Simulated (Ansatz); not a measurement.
Run this with the Ansatz DFT code, driven from Python and show what comes out.

`basis_hin.py`
```python
'''How the energy of HIn converges with the basis.'''

from dataclasses import dataclass

import ansatz as az


@dataclass
class RunConfig:
    functional: str = 'b3lyp'


opts = RunConfig()

geometry = (
    az.Crystal.molecule()
    .atom('In', (0.0, 0.0, 0.0))
    .atom('H', (0.0, 0.0, 1.71))
)

model = (
    geometry.calculation()
    .functional(opts.functional)
    .scf(lower_state_search='standard')
)

energies = {}
for basis in ['def2-SVP', 'def2-SVPD', 'def2-TZVP', 'def2-TZVPP']:
    r = model.basis(gaussian=basis).run(threads=1).report
    size = r['n_frozen'] + r['n_occupied'][0] + r['n_virtual'][0]
    energies[basis] = (r['reference_energy_ev'] / 27.211386246, r['free_energy_ev'] / 27.211386246)
    print(f'{basis:14s} {size:4d} orbitals  reference {energies[basis][0]:14.6f} Ha  total {energies[basis][1]:14.6f} Ha')

last = energies['def2-TZVPP'][1]
for basis, (_, total) in energies.items():
    print(f'{basis:14s} lies {27.211386 * (total - last):9.4f} eV above def2-TZVPP')
```

`python basis_hin.py` gives:
```text
def2-SVP         31 orbitals  reference    -190.777684 Ha  total    -190.777684 Ha
def2-SVPD        40 orbitals  reference    -190.778728 Ha  total    -190.778728 Ha
def2-TZVP        56 orbitals  reference    -190.785829 Ha  total    -190.785829 Ha
def2-TZVPP       64 orbitals  reference    -190.785918 Ha  total    -190.785918 Ha
def2-SVP       lies    0.2241 eV above def2-TZVPP
def2-SVPD      lies    0.1956 eV above def2-TZVPP
def2-TZVP      lies    0.0024 eV above def2-TZVPP
def2-TZVPP     lies    0.0000 eV above def2-TZVPP
```

Against def2-SVP: def2-SVPD -1.0 mHa, def2-TZVP -8.1 mHa and def2-TZVPP -8.2 mHa. The last step alone is -0.09 mHa (these two sets differ little on atoms other than hydrogen). From the first set to the last the time grows from 0.5 to 0.7 s.

Caveats:
- These settings explore the input space; basis and method may be short of convergence.
- The geometry is a force-field or estimated start, not a minimum of this method, and the last set is no limit. Much of the fall in a total is atomic energy, which cancels in bond and reaction energies.
- def2 sets replace the cores of elements past krypton by effective core potentials.
- b3lyp holds the VWN-RPA fit, as in Gaussian; the form of ORCA and Turbomole is b3lyp5.
- Wall time of the script: 3.1 s on 1 thread of Arm Neoverse V1, with other jobs on the host, peak memory 0.16 GiB.
